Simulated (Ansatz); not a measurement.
# Al3B2N5: the cost of one run

Computed with Ansatz 0.2.0 (DFT PBE, scalar-relativistic, plane waves, PAW, unless a step's input says otherwise).

## 1. The structure to begin with

It takes space group Cm (No. 8, monoclinic). The conventional cell has a = 18.132 Å, b = 2.691 Å, c = 4.776 Å, α = 90.00°, β = 102.56°, γ = 90.00°. Around Al (site symmetry m) lie 3 N at 1.55 Å. Around B (site symmetry m) lie 3 N at 1.55 Å. N (site symmetry m) has 1 B at 1.55 Å and 2 Al at 1.55 Å as nearest neighbours. N (site symmetry m) has 3 Al at 1.55 Å as nearest neighbours. N (site symmetry m) has 3 B at 1.55 Å as nearest neighbours. Only part of the 10 independent sites is listed.

Structure file:

```
Al B N
1.0
     9.06587   -1.34541    0.00000
     9.06587    1.34541    0.00000
    -1.03880    0.00000    4.66166
Al B N
3 2 5
Direct
  0.99987 0.99987 0.00046
  0.59987 0.59987 0.40046
  0.19987 0.19987 0.80046
  0.79987 0.79987 0.20046
  0.39987 0.39987 0.60046
  0.73310 0.73310 0.93413
  0.53310 0.53310 0.13413
  0.33310 0.33310 0.33413
  0.13310 0.13310 0.53413
  0.93310 0.93310 0.73413
```

The start is an ordering of an alloy on its end members' structure types: elements ordered on the sites of the BN type, B/Al on B (Cm, No. 8).

## 2. A first look at the guess

Input file input.yaml:

```yaml
crystal:
  lattice:
    - [9.06587421, -1.3454133, 0.0]
    - [9.06587421, 1.3454133, 0.0]
    - [-1.03880123, 0.0, 4.66166086]
  atoms:
    - { symbol: Al, position: [0.99986849, 0.99986849, 0.00046029] }
    - { symbol: Al, position: [0.59986849, 0.59986849, 0.40046029] }
    - { symbol: Al, position: [0.19986849, 0.19986849, 0.80046029] }
    - { symbol: B, position: [0.79986849, 0.79986849, 0.20046029] }
    - { symbol: B, position: [0.39986849, 0.39986849, 0.60046029] }
    - { symbol: "N", position: [0.73310472, 0.73310472, 0.93413349] }
    - { symbol: "N", position: [0.53310472, 0.53310472, 0.13413349] }
    - { symbol: "N", position: [0.33310472, 0.33310472, 0.33413349] }
    - { symbol: "N", position: [0.13310472, 0.13310472, 0.53413349] }
    - { symbol: "N", position: [0.93310472, 0.93310472, 0.73413349] }
basis:
  ecutwfc: 420
kpoints:
  mp_grid: { grid: [6, 6, 4] }
hamiltonian:
  xc: pbe
scf:
  occupations: { method: gaussian, width: 0.1 }
  lower_state_search: "off"
output:
  forces: true
  stress: true
  eigenvalues: true
```

Command:

```bash
> ansatz run input.yaml --threads 1 --pin off --max-ram 2560MiB --backend cpu --events-out ev --progress --plain --runs-dir out
```

What time and memory should one allow on 1 thread of Intel Xeon at 2.50GHz (Skylake/Cascade Lake), shared host?

About 25 s, with a peak of 0.41 GiB.
